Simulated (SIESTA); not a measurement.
The system is HfMoC2.

```
Hf Mo C
1.0
     3.19142    0.00000    0.00000
     0.00000    3.19142    0.00000
     0.00000    0.00000    4.48516
Hf Mo C
1 1 2
Direct
  0.00000 0.00000 0.00000
  0.50000 0.50000 0.50000
  0.50000 0.50000 0.00000
  0.00000 0.00000 0.50000
```

The cell comes from a database or a generator and needn't be the stable form of this composition.

* Program: SIESTA 5.4.2
* Task: single point
* Functional: PBE
* Potentials or basis: PseudoDojo 0.4 standard (PBE files)
* Basis: DZP (energy shift 0.003 Ry; two zetas on semicore shells)
* Grid cutoff: 800 Ry
* Energy shift: 0.003 Ry
* k mesh: 8 × 8 × 6
* Occupations: fermi-dirac, width 0.05 eV
* Spin: no spin polarisation

On this cell: pressure 3.1 GPa; largest force under 0.003 eV/Å; band gap on the k mesh none (metal or under the smearing width).

The same run follows on a disturbed copy (atoms moved at random, drawn with an rms of 0.05 Å):

```
Hf Mo C
1.0
     3.19142    0.00000    0.00000
     0.00000    3.19142    0.00000
     0.00000    0.00000    4.48516
Hf Mo C
1 1 2
Direct
  0.99128 0.00120 0.99060
  0.50708 0.49844 0.50548
  0.49023 0.47725 0.01013
  0.01134 0.99367 0.49604
```

Task: What changes?

Result: The energy (extrapolated to zero smearing) moves by +23.9 meV/atom; pressure 3.6 GPa; largest force 1.321 eV/Å; band gap on the k mesh none (metal or under the smearing width).

Forces on the atoms (eV/Å):
```
Hf   0.278 -0.859  0.964
Mo  -0.320 -0.139 -0.575
C    0.271  1.028 -0.511
C   -0.228 -0.031  0.118
```

Stress tensor (GPa, compression positive):
```
5.03 0.03 0.17
0.03 4.93 0.10
0.17 0.10 0.99
```

Caveats: short orbitals over semicore shells can move pressures by several GPa; the basis of atomic orbitals isn't converged, which shifts pressures, moduli and gaps.
